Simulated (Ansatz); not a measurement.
**HF/STO-3G run of C6H4F2 (1,4-difluorobenzene)**

What is the electronic atomisation energy of C6H4F2 (1,4-difluorobenzene) at HF/STO-3G? 

The calculation is run with Ansatz 0.2.0.

37 further runs of the same task are left out: 37 set aside as unsound or not needed. Runs told in other sessions of the task aren't counted.

### Step 1. The molecule

C6H4F2 has 12 atoms, charge 0, and is taken as a singlet. As SMILES, `Fc1ccc(F)cc1`. The shape is that of a PBE0-D4/def2-TZVP optimisation.

Bond lengths: F1–C2 1.339 Å, C2–C3 1.381 Å, C3–C4 1.386 Å, C4–C5 1.381 Å, C5–F6 1.339 Å, C5–C7 1.381 Å, C2–C8 1.381 Å, C7–C8 1.386 Å, C3–H9 1.083 Å, C4–H10 1.083 Å, C7–H11 1.083 Å, C8–H12 1.083 Å. Some angles: F1–C2–C3 119.0°, F1–C2–C8 119.0°, C3–C2–C8 122.1°, C2–C3–C4 119.0°, C3–C4–C5 119.0°, C4–C5–F6 119.0°, C4–C5–C7 122.1°, F6–C5–C7 119.0°, C5–C7–C8 119.0°, C2–C8–C7 119.0°.

### Step 2. A single-point energy at HF/STO-3G

molecule.yaml reads:

```yaml
basis:
  gaussian: {orbitals: STO-3G}
crystal:
  periodic: [false, false, false]
  atoms:
    - {symbol: F, position_ang: [0.818160, -1.507030, 2.087620]}
    - {symbol: C, position_ang: [0.412470, -0.759890, 1.052710]}
    - {symbol: C, position_ang: [0.723110, 0.585830, 1.036590]}
    - {symbol: C, position_ang: [0.303270, 1.359200, -0.034740]}
    - {symbol: C, position_ang: [-0.412610, 0.759910, -1.052630]}
    - {symbol: F, position_ang: [-0.818110, 1.507050, -2.087630]}
    - {symbol: C, position_ang: [-0.723140, -0.585820, -1.036580]}
    - {symbol: C, position_ang: [-0.303280, -1.359200, 0.034760]}
    - {symbol: H, position_ang: [1.286400, 1.016540, 1.854700]}
    - {symbol: H, position_ang: [0.525830, 2.417480, -0.085970]}
    - {symbol: H, position_ang: [-1.286320, -1.016580, -1.854740]}
    - {symbol: H, position_ang: [-0.525770, -2.417490, 0.085910]}
hamiltonian: {xc: hf}
accuracy: high
output: {orbitals: {seedname: orbitals}}
```

The run is started by

```console
ansatz run molecule.yaml --threads 1 --pin off --max-ram 3480MiB --events-out events.jsonl --progress --plain --runs-dir runs
```

What it wrote:

```text
Warning: RAYON_NUM_THREADS=1 ignored (pool sized by the plan → 1); use --threads N
Functional definition: HF
  name "HF"
  exchange = exact_x
  correlation = 0
984 factors; integrals over basis functions are off by at most 2.6e-8 eV
mean field evaluation 1: about -11501.5548 eV, gradient 3.0e1 eV
mean field evaluation 2: about -11501.9063 eV, gradient 3.0e1 eV
mean field evaluation 4: about -11505.1650 eV, gradient 2.3e0 eV
mean field evaluation 8: about -11505.1892 eV, gradient 2.7e-4 eV
mean field -11505.18922057 eV, -422.8079053587 hartree, gradient 7.2e-9 eV, S^2 0.000000; 0 other end points of the search recorded, 0 dependent functions left out
reference -11505.18922057 eV, -422.8079053587 hartree; 29, 29 occupied and 15, 15 virtual orbitals, 984 factors
Total energy: -11505.18922057 eV, -422.8079053587 hartree
```

Run time: 0.74 s. Hardware: 1 thread of Arm Neoverse V2, shared host; peak memory 0.1 GiB.

### Step 3. The C atom, same level

job.yaml reads:

```yaml
crystal:
  periodic: [false, false, false]
  atoms:
    - {symbol: C, position_ang: [0.000000, 0.000000, 0.000000]}
basis:
  gaussian:
    orbitals: STO-3G
magnetization:
  spin_polarized: true
  initial_magnetization: 2
hamiltonian:
  xc: hf
accuracy: high
```

Run the same way, it converges to -37.19839 Eh (log not shown).

### Step 4. The F atom

run.yaml reads:

```yaml
crystal:
  periodic: [false, false, false]
  atoms:
    - {symbol: F, position_ang: [0.000000, 0.000000, 0.000000]}
basis:
  gaussian:
    orbitals: STO-3G
magnetization:
  spin_polarized: true
  initial_magnetization: 1
hamiltonian:
  xc: hf
accuracy: high
```

The run is started by

```console
ansatz run run.yaml --threads 1 --pin off --max-ram 3480MiB --events-out events.jsonl --progress --plain --runs-dir runs
```

What it wrote:

```text
Warning: RAYON_NUM_THREADS=1 ignored (pool sized by the plan → 1); use --threads N
[... 4 set-up lines as earlier in the session ...]
15 factors; integrals over basis functions are off by at most 1.2e-9 eV
mean field evaluation 1: about -2666.3486 eV, gradient 1.5e-14 eV
mean field evaluation 2: about -2666.3486 eV, gradient 0.0e0 eV
mean field -2666.34863534 eV, -97.9865050328 hartree, gradient 0.0e0 eV, S^2 0.750000; 2 other end points of the search recorded, 0 dependent functions left out
reference -2666.34863534 eV, -97.9865050328 hartree; 5, 4 occupied and 0, 1 virtual orbitals, 15 factors
Total energy: -2666.34863534 eV, -97.9865050328 hartree
```

Run time: 0.02 s. Hardware: 1 thread of Arm Neoverse V2, shared host.

### Step 5. The H atom

job.yaml reads:

```yaml
crystal:
  periodic: [false, false, false]
  atoms:
    - {symbol: H, position_ang: [0.000000, 0.000000, 0.000000]}
basis:
  gaussian:
    orbitals: STO-3G
total_charge: 0
magnetization:
  spin_polarized: true
  initial_magnetization: 1
hamiltonian:
  xc: hf
accuracy: high
```

Run the same way, it converges to -0.46658 Eh (log not shown).

### Step 6. Summary of results

At HF/STO-3G:

```
                     quantity          value
       molecule: total energy  -422.80791 Eh
        molecule: HOMO energy       -7.09 eV
        molecule: LUMO energy        6.70 eV
      molecule: HOMO–LUMO gap       13.78 eV
         C atom: total energy   -37.19839 Eh
                 C atom: ⟨S²⟩          2.000
         F atom: total energy   -97.98651 Eh
                 F atom: ⟨S²⟩          0.750
         H atom: total energy    -0.46658 Eh
                 H atom: ⟨S²⟩          0.750
electronic atomisation energy      48.388 eV
```

**Reading.** Taking the molecule apart into free atoms costs 48.39 eV (4669 kJ/mol), before zero-point energy and without spin-orbit coupling. Hartree–Fock lacks the correlation of the bonding pairs, which as a rule makes this value much too low; in minimal bases other errors can mask that. In a minimal basis such a difference can be off by several eV, whatever the method.
